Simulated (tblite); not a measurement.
# C5H8F2O2: the cost of one run

Computed with tblite 0.8.0 and PySCF 2.14.0, with density-fitted response routines of our own, on a single molecule in the gas phase. Atoms are numbered from 0 throughout.

### Step 1. The starting structure

17 atoms, charge 0, multiplicity 1; geometry from: force field or distance geometry start.

Bonds of the start (Å): C0–C1 1.51, C1–C2 1.50, C2–O3 1.36, O3–C4 1.41, C4–O5 1.36, O5–C6 1.40, C6–F7 1.39, C6–F8 1.40, C4–C2 1.47, C0–H9 1.11, C0–H10 1.10, C0–H11 1.10, C1–H12 1.13, C1–H13 1.11, C2–H14 1.13, C4–H15 1.10, C6–H16 1.10.

### Step 2. Relaxing the molecule with GFN2-xTB

Job settings and geometry (Å):

```
{"job": {"kind": "relax", "xc": "GFN2-xTB", "basis": "xTB"}, "charge": 0, "multiplicity": 1}
C     -2.337500     0.758700     0.211200
C     -1.590700    -0.515900     0.536800
C     -0.493600    -0.633300    -0.480400
O      0.383800    -1.676900    -0.489400
C      0.933600    -0.422300    -0.175800
O      1.461800    -0.391600     1.079500
C      2.689000     0.282900     0.995600
F      3.738700    -0.534100     1.386100
F      2.680900     1.476800     1.719300
H     -3.370300     0.759900     0.607600
H     -1.808200     1.599900     0.691900
H     -2.323700     0.865500    -0.880500
H     -2.327700    -1.351300     0.366900
H     -1.214600    -0.524700     1.583300
H     -0.850500    -0.342600    -1.516400
H      1.551900     0.069000    -0.947200
H      2.870200     0.592000    -0.049000
```

Launch:

```bash
> OMP_NUM_THREADS=1 python probes_run.py task.json out
```

This one command runs all jobs of the session in turn.

Q: Estimate the wall time of this first job on 1 thread of Intel Xeon at 2.70GHz, shared host.

About 1.6 s.
